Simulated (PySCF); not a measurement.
**A gas-phase reaction: C6H16Si4 + F2 → C6H15FSi4 + FH**

Aim: the reaction energy of `C1[SiH]2C[SiH]3C[SiH]1C[SiH](C2)C3` + `FF` → `F[Si]12C[SiH]3C[SiH](C[SiH](C3)C1)C2` + `F`.

Computed with PySCF 2.14.0; each step states its level. No surroundings beyond the atoms listed, unless a continuum is named. Atoms count from 0, parts from 1.

## Step 1: Starting point

Each species was relaxed by itself at GFN2-xTB.

## Step 2: Reaction energy: PBE0-D3(BJ)/def2-SVP

What the job is given:

```
{"job": {"kind": "react", "xc": "PBE0", "basis": "def2-SVP", "disp": "d3bj"}, "charge": 0, "multiplicity": 1}
-1 C6H16Si4 charge 0 multiplicity 1
C      0.747250     1.537440     1.354190
Si     1.781750     0.060130     0.746440
C      1.844860     0.119060    -1.154570
Si     0.106000     0.063470    -1.926290
C     -0.888910     1.542680    -1.259970
Si    -1.016150     1.513730     0.638620
C     -1.844440    -0.120560     1.153470
Si    -0.869180    -1.637000     0.543650
C      0.891640    -1.541820     1.259760
C     -0.749950    -1.536880    -1.353080
H      1.241180     2.467270     1.080060
H      0.700360     1.527590     2.441080
H      3.147410     0.106670     1.318620
H      2.358410     1.022760    -1.475760
H      2.436270    -0.714920    -1.526450
H      0.188160     0.112270    -3.404530
H     -1.886440     1.538120    -1.694210
H     -0.422680     2.471750    -1.580950
H     -1.795710     2.674440     1.128260
H     -2.857710    -0.155360     0.758900
H     -1.938870    -0.157680     2.236640
H     -1.536350    -2.892480     0.960300
H      1.468500    -2.402550     0.927960
H      0.848410    -1.605450     2.345000
H     -0.206380    -2.399190    -1.733210
H     -1.747410    -1.593500    -1.783920

-1 F2 charge 0 multiplicity 1
F      0.701380    -0.007990    -0.006320
F     -0.701380     0.007990     0.006320

+1 C6H15FSi4 charge 0 multiplicity 1
F     -2.677170     2.264560    -0.179530
Si    -1.426010     1.206570    -0.095710
C      0.179640     2.171980     0.171230
Si     1.654730     0.973000     0.272680
C      1.715210    -0.029840    -1.344600
Si     0.111030    -1.007620    -1.653380
C     -0.167400    -2.168130    -0.169900
Si    -0.280240    -1.222100     1.478480
C      1.334110    -0.238520     1.706010
C     -1.714700     0.022820     1.352270
C     -1.333370     0.230730    -1.714590
H      0.117570     2.761100     1.083480
H      0.332170     2.881160    -0.639240
H      2.912740     1.724390     0.480690
H      2.558240    -0.716770    -1.314160
H      1.900400     0.639280    -2.182130
H      0.186400    -1.771660    -2.918810
H      0.643220    -2.891810    -0.117560
H     -1.077210    -2.744760    -0.322540
H     -0.504370    -2.149380     2.610040
H      2.170560    -0.928830     1.791360
H      1.297580     0.309750     2.644970
H     -1.804340     0.580530     2.281790
H     -2.655780    -0.506580     1.221700
H     -2.268140    -0.298170    -1.886830
H     -1.204840     0.908310    -2.555710

+1 FH charge 0 multiplicity 1
F      0.466130    -0.007170    -0.005680
H     -0.466130     0.007170     0.005680
```

Method: PBE0-D3(BJ)/def2-SVP reaction energy of separated species, gas phase.

Command:

```console
$ OMP_NUM_THREADS=1 python cluster_run.py task.json out
```

The driver reads the jobs from task.json and runs them one after another.

**Question.** The jobs that follow are: PBE0-D4/def2-SVP reaction energy of separated species, gas phase; PBE0/jun-cc-pV(D+d)Z reaction energy of separated species, gas phase; HF-D3(BJ)/6-31G reaction energy of separated species, gas phase. Predict: reaction energy (PBE0-D3(BJ)/def2-SVP); ΔH, ΔG at 298 K (xTB thermal terms). Thermal terms come from harmonic xTB runs on each species.

The runs gave:

| quantity | value |
| --- | --- |
| reaction energy (PBE0-D3(BJ)/def2-SVP) | -155.0 kcal/mol |
| ΔH, ΔG at 298 K (xTB thermal terms) | -153.3, -153.6 kcal/mol |
| range of the reaction energy over the runs of this table | -159.9 to -153.7 kcal/mol |

What this shows: The reaction is exothermic by 153.3 kcal/mol in the gas phase; dispersion gives -0.17, and xTB itself gave -121.4 for the electronic energy (xTB energies and thermal terms come from the earlier relaxation of each species, not shown). No barrier was sought. xTB and this level differ widely in the electronic energy, so what comes from xTB (the thermal terms above all) is less safe here. The reaction energy runs from -159.9 (PBE0/jun-cc-pV(D+d)Z) to -153.7 kcal/mol (HF-D3(BJ)/6-31G). Some runs hold a dispersion term and some don't.
